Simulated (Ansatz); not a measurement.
# BeLi: harmonic frequencies at the relaxed geometry

Program: Ansatz's Python interface.

Typed at the interpreter:
```pycon
>>> import ansatz as az
>>> from ase import Atoms
>>> import numpy as np
>>> BASIS_SET = "def2-SVP"
>>> XC = "pbe"
>>> atoms = Atoms(["Li", "Be"], positions=[
...     (0.0, 0.0, 0.0),
...     (0.0, 0.0, 2.245),
... ])
>>> beli = az.Crystal.molecule_from_ase(atoms)
>>> calculation = beli.calculation()
>>> calculation = calculation.basis(gaussian=BASIS_SET)
>>> calculation = calculation.functional(XC)
>>> calculation = calculation.spin("collinear", total=1)
>>> symbols = [site.symbol for site in beli.cartesian_sites]
>>> start = np.array([site.position_ang for site in beli.cartesian_sites], dtype=float)
>>> def progress(event):
...     if event["event"] == "relax_step":
...         row = event["data"]
...         print(f"step {row['step']:3d}  E = {row['lagrangian_ev']:.6f} eV  max force {row['allowed_force_max_ev_ang']:.4f} eV/A")
...
>>> data = calculation.relax(force_tolerance=0.003).session().plan().execute(on_event=progress).report
step   1  E = -600.884552 eV  max force 1.1109 eV/A
step   2  E = -601.044955 eV  max force 0.0598 eV/A
step   3  E = -601.045853 eV  max force 0.0255 eV/A
step   4  E = -601.046042 eV  max force 0.0016 eV/A
>>> end = np.array(data["positions_ang"])
>>> print("bond        before    after (A)")
bond        before    after (A)
>>> for i, j in [(0, 1)]:
...     d0, d1 = (np.linalg.norm(xyz[i] - xyz[j]) for xyz in (start, end))
...     print(f"{symbols[i]}{i}-{symbols[j]}{j}".ljust(10), f"{d0:8.4f} {d1:8.4f}")
...
Li0-Be1      2.2450   2.5936
>>> # same settings at the minimum
>>> minimum = az.Crystal.molecule()
>>> for symbol, xyz in zip(symbols, end):
...     minimum = minimum.atom(symbol, xyz.tolist())
...
>>> vibrating = (
...     minimum.calculation()
...     .basis(gaussian=BASIS_SET)
...     .functional(XC)  # exchange and correlation
...     .spin("collinear", total=1)  # spin-polarised run
...     .phonons(temperatures=(298.15, 498.15, 100))
... )
>>> vib = vibrating.run(threads=1, pin="off").report["vibrations"]
>>> sums = vib["harmonic_sums"]
>>> modes = [m["omega_inv_cm"] for m in sums["modes_at_gamma"] if m["rigid_motion"] == "no"]
>>> print("frequencies (1/cm):", " ".join(f"{w:.0f}" for w in modes))
frequencies (1/cm): 352
>>> print("imaginary modes:", sum(w < 0 for w in modes), " zero-point energy:", round(sums["zero_point_energy_ev"], 4), "eV")
imaginary modes: 0  zero-point energy: 0.0218 eV
```

What to keep in mind:
- Total energies depend on the basis set; only differences at equal settings carry meaning.
- The frequencies are harmonic and unscaled, in a modest basis. The result belongs to the one conformer reached from this start, and soft torsions count as harmonic oscillators.
- The species is open-shell (spin multiplicity 2).
- The spin state was assumed, and another may lie lower.
- Hardware and time: 7.2 s on 1 thread of Arm Neoverse V2, on a shared host, peak memory 0.17 GiB.

(Lines on the test bed's own set-up are left out of the output.)
